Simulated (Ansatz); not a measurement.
# CaB2 (P6/mmm) in Ansatz: a series of runs

Runs on CaB2. Level: r2SCAN. Tasks: relaxation of cell and atoms.

All numbers are computed with Ansatz 0.2.0; they aren't measurements. Logs are shortened: lines on timing, memory, paths and dates and some standing lists are left out, and cuts for length are marked.

## 1. The crystal as given

It takes space group P6/mmm (No. 191, hexagonal). Conventional cell: a = 3.226 Å, b = 3.226 Å, c = 4.067 Å, α = 90.00°, β = 90.00°, γ = 120.00°. Ca (site symmetry 6/mmm) is surrounded by 12 B at 2.76 Å. B (site symmetry -6m2) has 3 B at 1.86 Å as nearest neighbours.

The cell comes from a database or a generator and needn't be the stable form of this composition.

## 2. Relaxation of cell and atoms, r2SCAN

The input, input.yaml:

```yaml
crystal:
  lattice:
    - [3.2264302843, 0.0, 0.0]
    - [-1.6132151421, 2.7941705897, 0.0]
    - [0.0, 0.0, 4.067392]
  atoms:
    - { symbol: Ca, position: [0.0, 0.0, 0.0] }
    - { symbol: B, position: [0.6666666667, 0.3333333333, 0.5] }
    - { symbol: B, position: [0.3333333333, 0.6666666667, 0.5] }
hamiltonian:
  xc: r2scan
  pseudopotentials: { kind: paw }
kpoints:
  mp_grid: { grid: [9, 9, 7] }
scf:
  occupations: { method: fermi_dirac, width: 0.05 }
output:
  forces: true
  stress: true
  eigenvalues: true
relax:
  f_tol: 0.01
  max_steps: 40
  cell: { stress_tol: 0.05 }
```

Potentials or basis: Ansatz PAW.

The run is started by

```sh
ansatz run input.yaml --threads 2 --pin off --max-ram 5632MiB --backend cpu --events-out ev --progress --plain --runs-dir out
```

The program printed:

```text
Warning: RAYON_NUM_THREADS=2 ignored (pool sized by the plan → 2); use --threads N
Engine: ansatz 0.2.0, aarch64-unknown-linux-gnu
Pseudopotentials: kind: paw
Pseudopotential: Ca, paw, valence charge 10, recommended cutoff 500 eV (meta_gga), Ca.paw.azcp
Pseudopotential: B, paw, valence charge 3, recommended cutoff 500 eV (meta_gga), B.paw.azcp
Functional definition: r2SCAN
  parameter k0 = 0.174
  parameter k1 = 0.065
  parameter a1 = 4.9479
  exchange = r2scan_x(k0 = k0, k1 = k1, a1 = a1)
  correlation = r2scan_c
Crystal: 3 atoms, lattice volume = 36.668 Å³
Basis set: ecut = 500 eV, 921 PW (Γ), exchange–correlation on 96×96×120 points (64 copies of the dense FFT grid, shifted against one another)
Bands: 12, of which v1, the nominal top of the filled ones, is band 8 counted from 1 (7 counted from 0)
Symmetry: 24 space group operations
Space group: P6/mmm (ITA 191), of the structure as read, at distance tolerance 3.3e-5 Å
k-points: 48 of 567
Non-local potential: Ca, projectors of the file, l = 0: 3, l = 1: 2, l = 2: 2
Non-local potential: B, projectors of the file, l = 0: 2, l = 1: 2, l = 2: 1
PAW form: soft (Blöchl's): semilocal exchange-correlation on the pseudo side does not see the compensation charge
PAW frozen core: Ca, regenerated for the run's functional (the file was generated under x = pbe(κ = 0.804, μ = 0.2195149727645171), c = pbe(β = 0.06672455060314922))
PAW frozen core: B, regenerated for the run's functional (the file was generated under x = pbe(κ = 0.804, μ = 0.2195149727645171), c = pbe(β = 0.06672455060314922))
PAW one-centre angular grid: Ca, 302 points (default); XC on 160 Gauss nodes
PAW one-centre angular grid: B, 302 points (default); XC on 160 Gauss nodes
Initial density: superposition of atomic densities (neutral atoms: chi_scale 0, normalization atom), corrected by the library's trained network
Initial wavefunctions: pseudopotential atomic-orbital guess
Functional: x = r2scan, c = r2scan; τ floored in thin density (d = 2e-4 eV/Å³)
SCF iter   1: F=—  HF=-2135.318072 eV  |F-HF|=—  |Δ(HF+E_count)|=         —  Δρ=8.08e-3  dr2=5.29e-2  dr2_τ=1.78e-1  ethr=1.77e-3  ⟨swp⟩=6.5  Hψ=4169  notcnv=0
preconditioner: auto → none  [metal: Δε(μ)=0.048 eV  Ē_g=16.185 eV  σ=0.050 eV  W_gap=0.23  n_scr=8 (ndim 8)  ℏωp=22.9 eV  f_vac=0.000  D(μ)=1.01/eV (n_scr^D=2)  sad-step TF]
SCF iter   2: F=—  HF=-2135.409823 eV  |F-HF|=—  |Δ(HF+E_count)|=   9.18e-2  Δρ=5.03e-3  dr2=1.97e-2  dr2_τ=1.84e-4  ethr=3.31e-4  ⟨swp⟩=2.0  Hψ=1344  notcnv=0
SCF iter   3: F=—  HF=-2135.406419 eV  |F-HF|=—  |Δ(HF+E_count)|=   3.40e-3  Δρ=5.72e-4  dr2=9.75e-5  dr2_τ=2.15e-5  ethr=1.23e-4  ⟨swp⟩=2.5  Hψ=1010  notcnv=0
SCF iter   4: F=—  HF=-2135.406558 eV  |F-HF|=—  |Δ(HF+E_count)|=   1.38e-4  Δρ=2.34e-4  dr2=1.76e-5  dr2_τ=2.81e-6  ethr=6.09e-7  ⟨swp⟩=2.0  Hψ=945  notcnv=0
SCF iter   5: F=—  HF=-2135.406558 eV  |F-HF|=—  |Δ(HF+E_count)|=   1.22e-7  Δρ=5.72e-5  dr2=8.41e-7  dr2_τ=5.29e-8  ethr=1.10e-7  ⟨swp⟩=2.6  Hψ=890  notcnv=0
SCF iter   6: F=—  HF=-2135.406558 eV  |F-HF|=—  |Δ(HF+E_count)|=   2.01e-7  Δρ=2.58e-5  dr2=1.45e-7  dr2_τ=6.68e-9  ethr=6.25e-10  ⟨swp⟩=5.6  Hψ=2835  notcnv=0
SCF iter   7: F=-2135.406558 eV  HF=-2135.406558 eV  |F-HF|=4.87e-10  |Δ(HF+E_count)|=   8.64e-8  Δρ=2.45e-6  dr2=1.95e-9  dr2_τ=1.49e-10  ethr=6.25e-10  ⟨swp⟩=4.8  Hψ=2316  notcnv=0
SCF 1 converged in 7 iterations: F = -2135.406558 eV  dr2 = 1.95e-9
relax step   1: F+E_penalty+E_count = -2135.40655806 eV  Δ(F+E_penalty+E_count) = +0.000e0 eV  max|allowed force component| = 7.401e-17 eV/Å  Δτ_max = 0.0000 Å  P = -0.359 GPa  Ω = 36.668 Å³  (7 SCF iters, dr2 threshold 1.00e-7 eV, accepted)
Crystal: 3 atoms, lattice volume = 36.616 Å³
Initial density: handed on by an earlier stage of this run
Initial wavefunctions: those handed on with the density
iter 1 solved again at ethr=4.27e-7 eV; its pass at ethr=3.10e-3 eV (dr2=6.83e-5 eV) is discarded
SCF iter   1: F=—  HF=-2135.406718 eV  |F-HF|=—  |Δ(HF+E_count)|=         —  Δρ=3.48e-4  dr2=7.01e-5  dr2_τ=8.82e-5  ethr=4.27e-7  ⟨swp⟩=2.0  Hψ=4160  notcnv=0
preconditioner: auto → none  [metal: Δε(μ)=0.049 eV  Ē_g=16.153 eV  σ=0.050 eV  W_gap=0.24  n_scr=8 (ndim 8)  ℏωp=23.0 eV  f_vac=0.000  D(μ)=0.83/eV (n_scr^D=2)]
SCF iter   2: F=—  HF=-2135.406805 eV  |F-HF|=—  |Δ(HF+E_count)|=   8.75e-5  Δρ=1.21e-4  dr2=7.60e-6  dr2_τ=9.48e-7  ethr=4.27e-7  ⟨swp⟩=2.0  Hψ=903  notcnv=0
SCF iter   3: F=—  HF=-2135.406804 eV  |F-HF|=—  |Δ(HF+E_count)|=   1.64e-6  Δρ=6.62e-5  dr2=8.30e-7  dr2_τ=6.77e-8  ethr=4.75e-8  ⟨swp⟩=2.6  Hψ=834  notcnv=0
SCF iter   4: F=-2135.406804 eV  HF=-2135.406804 eV  |F-HF|=2.17e-8  |Δ(HF+E_count)|=   2.54e-7  Δρ=1.15e-5  dr2=1.89e-8  dr2_τ=3.93e-9  ethr=1.87e-9  ⟨swp⟩=5.2  Hψ=2762  notcnv=0
SCF 2 converged in 4 iterations: F = -2135.406804 eV  dr2 = 1.89e-8
relax step   2: F+E_penalty+E_count = -2135.40680410 eV  Δ(F+E_penalty+E_count) = -2.460e-4 eV  max|allowed force component| = 2.961e-16 eV/Å  Δτ_max = 0.0000 Å  P = -0.168 GPa  Ω = 36.616 Å³  energy of the carried Pulay correction = +7.788e-6 eV  (4 SCF iters, dr2 threshold 3.00e-7 eV, accepted)
Crystal: 3 atoms, lattice volume = 36.561 Å³
iter 1 solved again at ethr=4.09e-8 eV; its pass at ethr=3.10e-3 eV (dr2=6.55e-6 eV) is discarded
SCF iter   1: F=—  HF=-2135.406817 eV  |F-HF|=—  |Δ(HF+E_count)|=         —  Δρ=9.92e-5  dr2=5.97e-6  dr2_τ=2.33e-5  ethr=4.09e-8  ⟨swp⟩=2.1  Hψ=4088  notcnv=0
preconditioner: auto → none  [metal: Δε(μ)=0.048 eV  Ē_g=16.157 eV  σ=0.050 eV  W_gap=0.24  n_scr=8 (ndim 8)  ℏωp=23.0 eV  f_vac=0.000  D(μ)=0.83/eV (n_scr^D=2)]
SCF iter   2: F=—  HF=-2135.406851 eV  |F-HF|=—  |Δ(HF+E_count)|=   3.46e-5  Δρ=3.45e-5  dr2=5.43e-7  dr2_τ=7.23e-8  ethr=3.73e-8  ⟨swp⟩=2.0  Hψ=956  notcnv=0
SCF iter   3: F=-2135.406851 eV  HF=-2135.406851 eV  |F-HF|=4.27e-9  |Δ(HF+E_count)|=   6.73e-8  Δρ=1.76e-5  dr2=1.03e-7  dr2_τ=8.30e-9  ethr=1.53e-9  ⟨swp⟩=5.2  Hψ=2694  notcnv=0
SCF 3 converged in 3 iterations: F = -2135.406851 eV  dr2 = 1.03e-7
relax step   3: F+E_penalty+E_count = -2135.40685110 eV  Δ(F+E_penalty+E_count) = -4.700e-5 eV  max|allowed force component| = 1.357e-16 eV/Å  Δτ_max = 0.0000 Å  P = +0.016 GPa  Ω = 36.561 Å³  energy of the carried Pulay correction = +1.486e-5 eV  (3 SCF iters, dr2 threshold 2.45e-7 eV, accepted)
Initial wavefunctions: pseudopotential atomic-orbital guess (no wavefunctions were taken with the density)
iter 1 solved again at ethr=3.20e-6 eV; its pass at ethr=3.10e-3 eV (dr2=5.12e-4 eV) is discarded
SCF iter   1: F=—  HF=-2135.406835 eV  |F-HF|=—  |Δ(HF+E_count)|=         —  Δρ=1.91e-5  dr2=1.12e-7  dr2_τ=1.12e-8  ethr=3.20e-6  ⟨swp⟩=2.4  Hψ=5461  notcnv=0
eigensolver tolerance schedule: the retry pair's looser diagonalisation over-reported the residual by 4578.76 of it (diagonalisation noise at an unbounded share of the residual, at the tolerance the schedule requests for it); recorded, not acted on — ethr = c·dr2/N_el stays at c = 1.0e-1
preconditioner: auto → none  [metal: Δε(μ)=0.048 eV  Ē_g=16.156 eV  σ=0.050 eV  W_gap=0.23  n_scr=8 (ndim 8)  ℏωp=23.0 eV  f_vac=0.000  D(μ)=0.83/eV (n_scr^D=2)]
SCF iter   2: F=—  HF=-2135.406836 eV  |F-HF|=—  |Δ(HF+E_count)|=   7.94e-7  Δρ=8.33e-6  dr2=1.69e-8  dr2_τ=1.74e-9  ethr=6.99e-10  ⟨swp⟩=2.5  Hψ=991  notcnv=0
SCF iter   3: F=—  HF=-2135.406836 eV  |F-HF|=—  |Δ(HF+E_count)|=   8.58e-9  Δρ=3.34e-6  dr2=5.17e-9  dr2_τ=5.92e-10  ethr=1.06e-10  ⟨swp⟩=2.1  Hψ=846  notcnv=0
SCF iter   4: F=—  HF=-2135.406836 eV  |F-HF|=—  |Δ(HF+E_count)|=  3.32e-10  Δρ=6.90e-7  dr2=5.95e-11  dr2_τ=6.63e-11  ethr=3.23e-11  ⟨swp⟩=2.0  Hψ=714  notcnv=0
SCF iter   5: F=-2135.406836 eV  HF=-2135.406836 eV  |F-HF|=4.55e-12  |Δ(HF+E_count)|=  6.68e-11  Δρ=2.06e-7  dr2=4.73e-12  dr2_τ=1.34e-12  ethr=1.00e-12  ⟨swp⟩=5.5  Hψ=2399  notcnv=0
SCF 4 converged in 5 iterations: F = -2135.406836 eV  dr2 = 4.73e-12
relax step   4: F+E_penalty+E_count = -2135.40683616 eV  Δ(F+E_penalty+E_count) = +1.494e-5 eV  max|allowed force component| = 1.850e-16 eV/Å  Δτ_max = 0.0000 Å  P = +0.016 GPa  Ω = 36.561 Å³  stress off target by 2.31e-2 GPa  SCF on the basis re-selected at this cell (its energy is not comparable with the rows above)  (5 SCF iters)
basis re-selected at this cell: Δ(F+E_penalty+E_count) = +1.494e-5 eV, ΔP = -0.000 GPa vs the last step (what re-selecting the basis moved, of the pressure what is left beyond the Pulay correction that the steps carried, after the strain that the cell walked since its last selection, with what the two solves' SCF thresholds leave and, on support functions, any second-order correction that the steps lacked; it is no measure of the basis error at this ecutwfc). This SCF's stress stands 2.31e-2 GPa from its target on what of the cell is left free (relax.cell.stress_tol is 5.00e-2 GPa) and its largest allowed force component is 1.85e-16 eV/Å (relax.f_tol is 1.00e-2 eV/Å): within both
SCF converged after 5 iterations
Free energy (F): -2135.406836 eV
Harris-Foulkes:  -2135.406836 eV  (|F-HF|=4.55e-12)
Internal energy: -2135.400153 eV  (E = F + TS)
E sigma→0 (E₀):  -2135.403495 eV
Entropy (-TS):   -0.006683 eV (-2.228 meV/atom)
Fermi energy:    9.413787 eV
--- Per-component energies (eV) ---
  E_band       = -96.120299
  E_kinetic    = 373.630921
  E_local      = -655.919278  (includes V_loc(G=0)·N_el)
  E_nonlocal   = 86.140618
  E_hartree    = 213.664984
  E_xc         = -199.304529
  E_vxc        = -275.540745  (∫ρ·V_xc dr)
  E_paw        = -1023.904587  (= ΣΔE_a)
  E_vpaw       = -66.943090  (= ΣTr[D̂ρ^β])
  E_aug_tail   = -0.000007  (compensation charges beyond the density's cutoff)
  E_vtau       = 15.181313  (kinetic-family band-sum trace: ∫τ·v_τ [+ j·A + Jᵃ·Aᵃ] dr)
  E_ewald      = -929.450727
  E_core_change = -0.257549  (= ΣΔE_core)
  E_smearing   = -0.006683  (= −TS)
  E_closure    = 0.000000  (closes the sum)
  Σ components = -2135.406836   (vs F -2135.406836, Δ=0.00e0)
--- Forces (eV/Å), atoms counted from 1 ---
  atom   1  Ca    -0.00000000     0.00000000     0.00000000
  atom   2  B      0.00000000     0.00000000     0.00000000
  atom   3  B      0.00000000    -0.00000000    -0.00000000
  max |Σ_I F_I| component: 7.40e-17 eV/Å
--- Stress (GPa, compression-positive) ---
        0.012322      -0.000000       0.000000
       -0.000000       0.012322       0.000000
        0.000000       0.000000       0.023083
  P = ⅓ Tr σ = 0.0159 GPa (0.159 kbar)
--- Band table (eV; the first three rows and the last of 48) ---
  k-point 0: bands = ["-32.1312", "-12.2381", "-12.0557", "-12.0557", "-1.7631", "7.3808", "9.8103", "9.8103", "10.1142", "15.1637", "15.1637", "16.0567"]
  k-point 1: bands = ["-32.1304", "-12.2679", "-12.0546", "-12.0546", "-1.5995", "6.6348", "9.9000", "9.9000", "10.8948", "14.9109", "14.9109", "15.2284"]
  k-point 2: bands = ["-32.1284", "-12.3336", "-12.0522", "-12.0522", "-1.1939", "5.4570", "10.1282", "10.1282", "12.1593", "14.3467", "14.3467", "14.4389"]
  k-point 47: bands = ["-32.0022", "-12.5642", "-12.5642", "-12.1298", "2.7183", "2.7183", "5.7254", "9.0634", "9.0634", "15.7504", "16.1370", "16.1370"]
--- Relaxed structure (3 steps of the walk, 3 accepted, 1 SCFs on fresh bases) ---
  F+E_penalty+E_count = -2135.40683616 eV   max|allowed force component| = 1.850e-16 eV/Å   (the final SCF, on the basis selected at the relaxed cell)
  cell:  # Å, volume = 36.5609 Å³
    - [3.2203052229485594, -2.8812730707053568e-11, -1.558659009141685e-34]
    - [-1.610152611449327, 2.7888661310275684, -3.005411336523088e-35]
    - [-1.5719359480239197e-34, -1.5719359480239197e-34, 4.070911050742715]
  atoms:
    - { symbol: Ca, position: [-2.0213463864492187e-35, 7.658523671505867e-36, 3.755773267330206e-36] }
    - { symbol: B, position: [0.6666666666666666, 0.3333333333333333, 0.5000000000000001] }
    - { symbol: B, position: [0.3333333333333333, 0.6666666666666667, 0.5000000000000001] }
```

Run time: 7.7 s. Hardware: 2 threads of Arm Neoverse V1, shared host; peak memory 0.39 GiB.

What came out:

```
Free energy                            : -2135.4068 eV
Relaxed volume                         : 12.19 Å³/atom
Relaxed cell                           : a = 3.220 Å, b = 3.220 Å, c = 4.071 Å, α = 90.00°, β = 90.00°, γ = 120.00°
Space group after relaxing (to 0.05 Å) : P6/mmm (No. 191)
Energy gained by relaxing              : 0.1 meV/atom
Ionic steps                            : 4
Pressure after relaxing                : 0.0 GPa
Band gap on the k mesh                 : none (metal or under the smearing width)
```

The path:
| step | energy change (eV) | largest force (eV/Å) | volume (Å³) |
| --- | --- | --- | --- |
| 1 | 0.0000 | 0.0000 | 36.67 |
| 2 | -0.0002 | 0.0000 | 36.62 |
| 3 | -0.0003 | 0.0000 | 36.56 |
| 4 | -0.0003 | 0.0000 | 36.56 |

Final structure:
```xyz
3
Lattice="3.2203 0.0000 0.0000 -1.6102 2.7889 0.0000 0.0000 0.0000 4.0709" Properties=species:S:1:pos:R:3 pbc="T T T"
Ca    0.0000    0.0000    0.0000
B     1.6102    0.9296    2.0355
B     0.0000    1.8592    2.0355
```

Caveat: the plane-wave basis is chosen anew once the cell has moved, so the energies of steps on either side of that aren't comparable; the PAW data sets come from PBE, with cores solved anew for the run's functional, which leaves a small shift of forces and pressure.

[end of part 1 of 2]
